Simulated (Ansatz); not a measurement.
Working through a formation energy from the elements of LiTaSe2 and its elements

With Ansatz's Python interface.

Run as a notebook:

```python
from collections import Counter
import warnings

import ansatz as az
import numpy as np
```

```python
FUNCTIONAL = "PBEsol"
ECUT = 470
K_SPACING = 0.3
FILLING = "cold"
SIGMA = 0.05

PHASES = {
    "LiTaSe2": (
        [(3.54734, 0.0, 0.0), (-1.77367, 3.07208, 0.0), (0.0, 0.0, 6.8372)],
        [
            ("Li", (0.0, 0.0, 0.5)),
            ("Ta", (0.0, 0.0, 0.0)),
            ("Se", (1 / 3, 2 / 3, 0.24518)),
            ("Se", (2 / 3, 1 / 3, 0.75482)),
        ],
    ),
    "Li": (
        [(-1.75465, 1.75465, 1.75465), (1.75465, -1.75465, 1.75465), (1.75465, 1.75465, -1.75465)],
        [
            ("Li", (0.0, 0.0, 0.0)),
        ],
    ),
    "Ta": (
        [(-1.65128, 1.65128, 1.65128), (1.65128, -1.65128, 1.65128), (1.65128, 1.65128, -1.65128)],
        [
            ("Ta", (0.0, 0.0, 0.0)),
        ],
    ),
    "Se": (
        [(4.3662, 0.0, 0.0), (-2.1831, 3.78124, 0.0), (0.0, 0.0, 4.9536)],
        [
            ("Se", (0.2254, 0.0, 1 / 3)),
            ("Se", (0.0, 0.2254, 2 / 3)),
            ("Se", (0.7746, 0.7746, 0.0)),
        ],
    ),
}
```

```python
def build(vectors, sites):
    crystal = az.Crystal(lattice=az.Lattice.of(vectors))
    for symbol, position in sites:
        crystal = crystal.atom(symbol, position)
    return crystal
```

```python
def ground_state(name, crystal):
    calc = (
        crystal.calculation()
        .functional(FUNCTIONAL)
        .basis(ECUT)
        .kpoints(spacing=K_SPACING)
        .occupations(FILLING, width=SIGMA)
        .stress()
    )
    calc = calc.relax(force_tolerance=0.01, cell=True)
    return calc.run()


def counts(outcome):
    return Counter(site.symbol for site in outcome.lattice.sites)
```

```python
def formation_energy(outcome, mu):
    n = counts(outcome)
    return (outcome.report["energy_sigma0_ev"] - sum(k * mu[element] for element, k in n.items())) / sum(n.values())


def volume_per_atom(outcome):
    return abs(np.linalg.det(outcome.lattice.cell_ang)) / len(outcome.lattice.sites)

warnings.simplefilter("ignore", az.DeckWarning)
```

```python
phases = {name: build(*cell) for name, cell in PHASES.items()}
```

```python
done = {}
for name, crystal in phases.items():
    done[name] = ground_state(name, crystal)
    print(f"{name}: {done[name].report['energy_sigma0_ev']:.4f} eV, {len(done[name].lattice.sites)} atoms")
```

    LiTaSe2: -20861.5237 eV, 4 atoms
    Li: -202.9989 eV, 1 atoms
    Ta: -9806.4789 eV, 1 atoms
    Se: -16272.6198 eV, 3 atoms

```python
# chemical potentials of the elements at zero temperature
references = {"Li": "Li", "Ta": "Ta", "Se": "Se"}
mu = {element: done[name].report["energy_sigma0_ev"] / len(done[name].lattice.sites) for element, name in references.items()}
```

```python
target = done["LiTaSe2"]
heat = formation_energy(target, mu)
for element, value in mu.items():
    print(f"mu({element}) = {value:.4f} eV from {references[element]}, {volume_per_atom(done[references[element]]):.2f} A^3/atom")
print(f"formation energy of LiTaSe2: {heat:.4f} eV/atom = {96.4853 * heat:.1f} kJ/mol of atoms")
```

    mu(Li) = -202.9989 eV from Li, 20.16 A^3/atom
    mu(Ta) = -9806.4789 eV from Ta, 17.57 A^3/atom
    mu(Se) = -5424.2066 eV from Se, 24.14 A^3/atom
    formation energy of LiTaSe2: -0.9082 eV/atom = -87.6 kJ/mol of atoms

The formation energy is -0.908 eV an atom (-87.6 kJ per mole of atoms), so LiTaSe2 lies below the reference phases.

Total energies depend on the potentials; only differences at equal settings carry meaning. For the metals among these phases the mesh is modest: differences between phases can be off by up to 40 meV an atom. Spin-orbit coupling, which matters for elements this heavy, is left out. The cells come from databases of deposited and of computed structures, and not all need be stable phases. The compound is the structure given, not necessarily its lowest; energies are at zero temperature, with no correction for gases. A semilocal functional's error on such energies is often 0.05 to 0.1 eV an atom, and 0.1 to 0.3 eV against gases such as O2 or F2. Finished in 56 s on 1 thread of Arm Neoverse V2 (shared host), peak memory 0.47 GiB.
